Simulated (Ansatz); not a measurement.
**GaH3Se (SMILES [GaH2][SeH]): single points off equilibrium**

An exercise on one series of results from a longer session: the logs are not shown, and one member is left open.

The runs use Ansatz 0.2.0, Gaussian basis; single points in def2-TZVPP.

Cores are frozen in the correlated methods. Filled d shells of the heavier atoms are correlated.

## The starting structure

SMILES `[GaH2][SeH]`, 5 atoms, charge 0, spin multiplicity 1.

Atoms are counted from 1 here; the program's logs count them from 0.

Bond lengths: Ga1–Se2 2.458 Å, Ga1–H4 1.342 Å, Se2–H5 1.415 Å. Angles: Se2–Ga1–H4 121.5°, Ga1–Se2–H5 91.6°.

Coordinates:

| atom | x (Å) | y (Å) | z (Å) |
| --- | --- | --- | --- |
| Ga1 | -0.55250 | -0.53240 | -0.12340 |
| Se2 | 0.42760 | 1.71780 | 0.00540 |
| H3 | -0.50470 | -1.56780 | 1.30710 |
| H4 | -1.16370 | -0.96790 | -1.23600 |
| H5 | 1.70220 | 1.18760 | 0.31440 |

Set-up of the first run:

The input, run/in.yaml:

```yaml
crystal:
  periodic: [false, false, false]
  atoms:
    - {symbol: Ga, position_ang: [-0.552500, -0.532400, -0.123400]}
    - {symbol: Se, position_ang: [0.427600, 1.717800, 0.005400]}
    - {symbol: H, position_ang: [-0.504700, -1.567800, 1.307100]}
    - {symbol: H, position_ang: [-1.163700, -0.967900, -1.236000]}
    - {symbol: H, position_ang: [1.702200, 1.187600, 0.314400]}
basis:
  gaussian: {orbitals: def2-TZVPP}
correlation: {method: ccsd_t}
output: {forces: true}
```

No record of the launch command was kept for these runs.

Steps of the session up to this table: CCSD(T)/def2-TZVPP; PBE0-D4/def2-TZVPP; wB97M-V/def2-TZVPP; r2SCAN-D4/def2-TZVPP; PBE-D4/def2-TZVPP; r2SCANh-D4/def2-TZVPP; LC-wPBE/def2-TZVPP.

One table of the session follows, with a row left open; its other results are not shown here.

| method | RMS force component (eV/Å) | angle to CCSD(T) forces (°) | dipole (D) |
| --- | --- | --- | --- |
| CCSD(T) | 2.234 | reference | 1.30 |
| PBE0-D4 | ? | ? | ? |
| wB97M-V | 2.235 | 0.6 | 1.38 |
| r2SCAN-D4 | 2.205 | 1.1 | 1.27 |
| PBE-D4 | 2.236 | 4.4 | 1.15 |
| r2SCANh-D4 | 2.215 | 0.6 | 1.31 |
| LC-wPBE | 2.252 | 2.8 | 1.47 |

Estimate the missing values for PBE0-D4.

The run gave: RMS force component (eV/Å): 2.255; angle to CCSD(T) forces (°): 1.2; dipole (D): 1.31. In the column «RMS force component (eV/Å)» it is the highest.
